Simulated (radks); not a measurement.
**Valence configurations of Tl**

An exercise on one series of results from a longer session: the logs are not shown, and one member is left open.

Method: Dirac Kohn-Sham, PBEsol, spin-unpolarised, spherical densities, point nucleus; open shells fill j = l - 1/2 first. Code: radks (a radial shooting solver on a logarithmic mesh, Libxc functionals) version 1.

## The system

* element: thallium (Z = 81)
* charge: 0
* electrons: 81
* configuration: [Hg] 6p1
* others tried: [Xe] 4f13.5 5d10 6s2 6p1.5; [Xe] 4f14 5d8 6s2 6p3; [Xe] 4f14 5d10 6p3; [Xe] 4f14 5d9 6s2 6p2; [Xe] 4f14 5d6 6s2 6p5; [Xe] 4f14 5d10 6s1 6p2; [Xe] 4f13 5d10 6s2 6p2; [Xe] 4f14 5d9.5 6s2 6p1.5; [Xe] 4f12.5 5d10 6s2 6p2.5

Set-up of the first run:

The run's settings:

```text
Z 81
configuration [Hg] 6p1
relativity Dirac
functional pbe_sol,pbe_sol
spin unpolarised
j_filling energy
nucleus point
c 137.035999084
```

Run with:

```bash
$ python run_ks.py task.json out
```

All runs below come from this command, one after another.

Steps of the session up to this table: [Hg] 6p1.

One table of the session follows, with a row left open; its other results are not shown here.

It belongs to the step «[Hg] 6p1». Sizes of the orbitals, from the radial functions (bohr):

| level | <r> | outermost maximum (interpolated) | 90 % within | nodes |
| --- | --- | --- | --- | --- |
| 4f7/2 | 0.4711 | 0.360 | 0.751 | 0 |
| 5p1/2 | 0.9414 | 0.850 | 1.36 | 3 |
| 5p3/2 | 1.036 | 0.928 | 1.50 | 3 |
| 5d3/2 | 1.361 | 1.10 | 2.09 | 2 |
| 5d5/2 | 1.419 | 1.13 | 2.19 | 2 |
| 6s1/2 | 2.488 | 2.08 | 3.70 | 5 |
| 6p1/2 | ? | ? | ? | ? |
| 6p3/2 | 4.080 | 3.06 | 6.45 | 4 |

Q: Estimate the row for 6p1/2 from the others.

As computed: <r>: 3.426; outermost maximum (interpolated): 2.63; 90 % within: 5.35; nodes: 4. In the column «<r>» it lies between 6s1/2 (2.488) and 6p3/2 (4.080).
